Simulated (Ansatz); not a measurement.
# BiTe (Fm-3m) in Ansatz: notebook, part 2 of 2

Ansatz 0.2.0. Earlier steps stand in the parts before.

**3. Relaxation of cell and atoms, revPBE**

Input file input.yaml:

```yaml
crystal:
  lattice:
    - [0.0, 3.235, 3.235]
    - [3.235, 0.0, 3.235]
    - [3.235, 3.235, 0.0]
  atoms:
    - { symbol: Bi, position: [0.0, 0.0, 0.0] }
    - { symbol: Te, position: [0.5, 0.5, 0.5] }
hamiltonian:
  xc: revpbe
  pseudopotentials: { kind: paw }
kpoints:
  mp_grid: { grid: [7, 7, 7] }
scf:
  occupations: { method: fermi_dirac, width: 0.05 }
output:
  forces: true
  stress: true
  eigenvalues: true
relax:
  f_tol: 0.01
  max_steps: 40
  cell: { stress_tol: 0.05 }
```

Potentials or basis: Ansatz PAW.

Command:

```console
$ ansatz run input.yaml --threads 2 --pin off --max-ram 5632MiB --backend cpu --events-out ev --progress --plain --runs-dir out
```

The program printed:

```text
Warning: RAYON_NUM_THREADS=2 ignored (pool sized by the plan → 2); use --threads N
Engine: ansatz 0.2.0, x86_64-unknown-linux-gnu
Pseudopotentials: kind: paw
Pseudopotential: Bi, paw, valence charge 15, recommended cutoff 420 eV (normal), Bi.paw.azcp
Pseudopotential: Te, paw, valence charge 16, recommended cutoff 420 eV (normal), Te.paw.azcp
Functional definition: revPBE
  parameter kappa = 1.245
  parameter beta = 0.06672455060314922
  exchange = pbe_x(kappa = kappa, mu = beta*pi^2/3)
  correlation = pbe_c(beta = beta)
Crystal: 2 atoms, lattice volume = 67.710 Å³
Basis set: ecut = 420 eV, 1363 PW (Γ), exchange–correlation on 64×64×64 points (8 copies of the dense FFT grid, shifted against one another)
Bands: 20, of which v1, the nominal top of the filled ones, is band 16 counted from 1 (15 counted from 0)
Symmetry: 48 space group operations
Space group: Fm-3m (ITA 225), of the structure as read, at distance tolerance 4.1e-5 Å
k-points: 20 of 343
Non-local potential: Bi, projectors of the file, l = 0: 2, l = 1: 2, l = 2: 2, l = 3: 2
Non-local potential: Te, projectors of the file, l = 0: 2, l = 1: 2, l = 2: 2, l = 3: 2
PAW form: soft (Blöchl's): semilocal exchange-correlation on the pseudo side does not see the compensation charge
PAW frozen core: Bi, regenerated for the run's functional, and the local potential with it (the file was generated under x = pbe(κ = 0.804, μ = 0.2195149727645171), c = pbe(β = 0.06672455060314922))
[... 86 lines left out ...]
  E_aug_tail   = -0.000608  (compensation charges beyond the density's cutoff)
  E_ewald      = -2996.609946
  E_core_change = 0.013234  (= ΣΔE_core)
  E_smearing   = -0.020363  (= −TS)
  E_closure    = 0.000000  (closes the sum)
  Σ components = -19394.026475   (vs F -19394.026475, Δ=0.00e0)
--- Forces (eV/Å), atoms counted from 1 ---
  atom   1  Bi    -0.00000000     0.00000000    -0.00000000
  atom   2  Te     0.00000000    -0.00000000     0.00000000
  max |Σ_I F_I| component: 5.05e-29 eV/Å
--- Stress (GPa, compression-positive) ---
       -0.001634       0.000000      -0.000000
       -0.000000      -0.001634       0.000000
       -0.000000       0.000000      -0.001634
  P = ⅓ Tr σ = -0.0016 GPa (-0.016 kbar)
--- Band table (eV; the first three rows and the last of 20) ---
  k-point 0: bands = ["-27.8983", "-27.8983", "-27.8983", "-27.8979", "-27.8979", "-13.8771", "-13.8771", "-13.8771", "-13.8757", "-13.8757", "-3.9271", "1.0783", "6.8677", "6.8677", "6.8677", "11.3974", "11.3974", "11.3974", "14.0756", "14.0756"]
  k-point 1: bands = ["-27.8983", "-27.8983", "-27.8983", "-27.8978", "-27.8978", "-13.8770", "-13.8770", "-13.8768", "-13.8755", "-13.8755", "-3.7544", "0.6845", "6.9269", "6.9269", "7.0169", "10.6639", "10.7817", "10.7817", "13.9531", "14.4284"]
  k-point 2: bands = ["-27.8982", "-27.8982", "-27.8982", "-27.8977", "-27.8977", "-13.8788", "-13.8788", "-13.8761", "-13.8732", "-13.8732", "-3.2474", "-0.2628", "7.1188", "7.1188", "7.3214", "9.5236", "9.7110", "9.7110", "14.4639", "15.4295"]
  k-point 19: bands = ["-27.8982", "-27.8980", "-27.8979", "-27.8977", "-27.8976", "-13.8835", "-13.8761", "-13.8750", "-13.8731", "-13.8691", "-1.8143", "-1.4612", "4.4780", "5.0281", "7.4062", "9.4231", "12.4196", "13.2275", "14.0384", "15.1317"]
--- Relaxed structure (4 steps of the walk, 4 accepted, 2 SCFs on fresh bases) ---
  F+E_penalty+E_count = -19394.02647542 eV   max|allowed force component| = 3.366e-29 eV/Å   (the final SCF, on the basis selected at the relaxed cell)
  cell:  # Å, volume = 70.4262 Å³
    - [-7.722673249142118e-34, 3.2776917754622787, 3.2776917754622787]
    - [3.2776917754622787, -1.2819776011343993e-33, 3.2776917754622787]
    - [3.2776917754622787, 3.2776917754622787, -6.116177192350472e-34]
  atoms:
    - { symbol: Bi, position: [-1.1162654237159029e-35, 1.550368644050939e-35, 1.55036864404924e-35] }
    - { symbol: Te, position: [0.49999999999999994, 0.49999999999999994, 0.49999999999999994] }
```

Wall time 5.4 s (2 threads of AMD EPYC 7R32 (Zen 2), shared host); peak memory 0.43 GiB.

Results:

```
Free energy                            : -19394.0265 eV
Relaxed volume                         : 35.21 Å³/atom
Relaxed cell                           : a = 4.635 Å, b = 4.635 Å, c = 4.635 Å, α = 60.00°, β = 60.00°, γ = 60.00°
Space group after relaxing (to 0.05 Å) : Fm-3m (No. 225)
Energy gained by relaxing              : 7.6 meV/atom
Ionic steps                            : 6
Pressure after relaxing                : 0.0 GPa
Band gap on the k mesh                 : none (metal or under the smearing width)
```

The path:
```
step  energy change (eV)  largest force (eV/Å)  volume (Å³)
   1              0.0000                0.0000        67.71
   2             -0.0122                0.0000        71.56
   3             -0.0148                0.0000        70.51
   4             -0.0152                0.0000        70.51
   5             -0.0152                0.0000        70.43
   6             -0.0152                0.0000        70.43
```

Final structure:
```
CELL_PARAMETERS angstrom
0.00000 3.27769 3.27769
3.27769 0.00000 3.27769
3.27769 3.27769 0.00000
ATOMIC_POSITIONS crystal
Bi 0.00000 0.00000 0.00000
Te 0.50000 0.50000 0.50000
```

Caveat: the plane-wave basis is chosen anew once the cell has moved, so the energies of steps on either side of that aren't comparable; spin-orbit coupling is left out, which moves the levels of the heavy elements; the PAW data sets come from PBE, with cores solved anew for the run's functional, which leaves a small shift of forces and pressure. revPBE gives volumes clearly too large for solids.

**4. Relaxation of cell and atoms, BLYP**

Changes to input.yaml since step 3:

```diff
@@ -9,3 +9,3 @@
 hamiltonian:
-  xc: revpbe
+  xc: blyp
   pseudopotentials: { kind: paw }
@@ -19,2 +19,6 @@
   eigenvalues: true
+  write_density: true
+  write_potential: true
+  elf: true
+  volumetric_format: npy
 relax:
```

Command:

```console
$ ansatz run input.yaml --threads 2 --pin off --max-ram 5632MiB --backend cpu --events-out ev --progress --plain --runs-dir out
```

Run time: 4.8 s. Hardware: 2 threads of AMD EPYC 7R32 (Zen 2), shared host; peak memory 0.43 GiB.

The run converged. Its results:

```yaml
Free_energy: -19422.5970 eV
Relaxed_volume: 37.25 Å³/atom
Relaxed_cell: a = 4.723 Å, b = 4.723 Å, c = 4.723 Å, α = 60.00°, β = 60.00°, γ = 60.00°
Space_group_after_relaxing_to_0.05_Å: Fm-3m (No. 225)
Energy_gained_by_relaxing: 43.9 meV/atom
Ionic_steps: 5
Pressure_after_relaxing: 0.0 GPa
Band_gap_on_the_k_mesh: none (metal or under the smearing width)
```

Step by step:
| step | energy change (eV) | largest force (eV/Å) | volume (Å³) |
| --- | --- | --- | --- |
| 1 | 0.0000 | 0.0000 | 67.71 |
| 2 | -0.0750 | 0.0000 | 77.28 |
| 3 | -0.0862 | 0.0000 | 74.98 |
| 4 | -0.0866 | 0.0000 | 74.51 |
| 5 | -0.0878 | 0.0000 | 74.51 |

Final structure:
```
Bi Te
1.0
     0.00000    3.33982    3.33982
     3.33982    0.00000    3.33982
     3.33982    3.33982    0.00000
Bi Te
1 1
Direct
  0.00000 0.00000 0.00000
  0.50000 0.50000 0.50000
```

Levels at points of the mesh, in eV from the Fermi level:
```
           k point  band 11  band 12  band 13  band 14  band 15  band 16  band 17  band 18  band 19  band 20
(0.00, 0.00, 0.00)   -12.95    -8.61    -2.32    -2.32    -2.32     1.87     1.87     1.87     5.07     5.07
```

Caveat: the plane-wave basis is chosen anew once the cell has moved, so the energies of steps on either side of that aren't comparable; spin-orbit coupling is left out, which moves the levels of the heavy elements; the volume moved by +10 % from the deposited cell, more than functionals usually miss; the PAW data sets come from PBE, with cores solved anew for the run's functional, which leaves a small shift of forces and pressure. BLYP gives volumes clearly too large for solids.

**5. The runs side by side**

| level | gap on the mesh (eV) | pressure (GPa) | relaxed volume (Å³/atom) |
| --- | --- | --- | --- |
| RPBE | none | 0.0 | 35.51 |
| revPBE | none | 0.0 | 35.21 |
| BLYP | none | 0.0 | 37.25 |

Alike in all rows: task relaxation of cell and atoms; potentials or basis Ansatz PAW; no spin polarisation; cell relaxed; k mesh 7 × 7 × 7; cutoff (eV) 420; smearing fermi-dirac 0.05 eV.

Caveats: the plane-wave basis is chosen anew once the cell has moved, so the energies of steps on either side of that aren't comparable; spin-orbit coupling is left out, which moves the levels of the heavy elements; the PAW data sets come from PBE, with cores solved anew for the run's functional, which leaves a small shift of forces and pressure; the volume moved by +10 % from the deposited cell, more than functionals usually miss (some runs).

Absolute energies hang on the potentials; compare differences alone.
